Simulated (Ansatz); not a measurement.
CH2I2, SMILES ICI: the interaction energy of a dimer with the counterpoise correction, run with Ansatz 0.2.0 through its Python package.

The script, `ch2i2.py`:
```python
"""Binding of a CH2I2 dimer at a trial geometry."""

import ansatz as az

FIRST = [
    ("I", (-0.5211, -1.0252, 1.6448)),
    ("C", (-0.1873, 0.1267, -0.133)),
    ("I", (1.8689, 0.0019, -0.5083)),
    ("H", (-0.415, 1.1836, -0.0097)),
    ("H", (-0.7456, -0.2871, -0.9936)),
]
SECOND = [
    ("I", (4.0827, 1.639, -2.7766)),
    ("C", (3.1082, 2.4439, -4.5091)),
    ("I", (1.7583, 0.9698, -5.1329)),
    ("H", (3.7858, 2.6148, -5.3431)),
    ("H", (2.5564, 3.3718, -4.268)),
]

def energy(atoms, ghosts=()):
    molecule = az.Crystal.molecule()
    for symbol, xyz in atoms:
        molecule = molecule.atom(symbol, xyz)
    calc = (
        molecule.calculation()
        .basis(gaussian="def2-SVPD")
        .functional("r2SCAN", dispersion="d3bj")
    )
    deck = calc.input()
    if ghosts:
        deck = deck.set(az.key.basis.gaussian.ghost_atoms, [{"symbol": s, "position_ang": list(xyz)} for s, xyz in ghosts])
    return az.Session.from_dict(deck).plan().execute().report["free_energy_ev"]

# ghost atoms carry the functions of the partner
both = energy(FIRST + SECOND)
alone = energy(FIRST) + energy(SECOND)
ghosted = energy(FIRST, SECOND) + energy(SECOND, FIRST)
print(f"dimer {both:.6f} eV")
print(f"interaction, uncorrected   {(both - alone):8.3f} eV")
print(f"interaction, counterpoise  {(both - ghosted):8.3f} eV")
print(f"basis-set superposition    {(alone - ghosted):8.3f} eV")
```

How large is the interaction at this pose, and how much of it is basis-set superposition?

Uncorrected it is 0.134 eV, with the counterpoise correction 0.147 eV; the difference, 0.01 eV, is the superposition error. In this basis both values are repulsive.

The run itself:

```console
$ python ch2i2.py
DeckWarning: the engine holds no damping parameters fitted to this dispersion correction and functional, so the run takes those fitted to r2scan beside the three-body term, which d3bj leaves out (hamiltonian.dispersion, under Limitations)
dimer -34551.379470 eV
interaction, uncorrected      0.134 eV
interaction, counterpoise     0.147 eV
basis-set superposition       0.012 eV
```
(Warnings from the package without file and line.)

Caveats:
- Total energies depend on the basis set; only differences at equal settings carry meaning.
- The dimer is a generated trial pose of unrelaxed monomers, not a minimum, so the figure is no binding energy, and the basis set is small.
- def2 sets replace the cores of elements past krypton by effective core potentials.
- A dispersion term here runs with damping parameters fitted for another variant or functional.
- Wall time of the script: 73 s on 1 thread of Arm Neoverse V1, on a shared host, peak memory 0.45 GiB.

(Lines on the test bed's own set-up are left out of the output.)
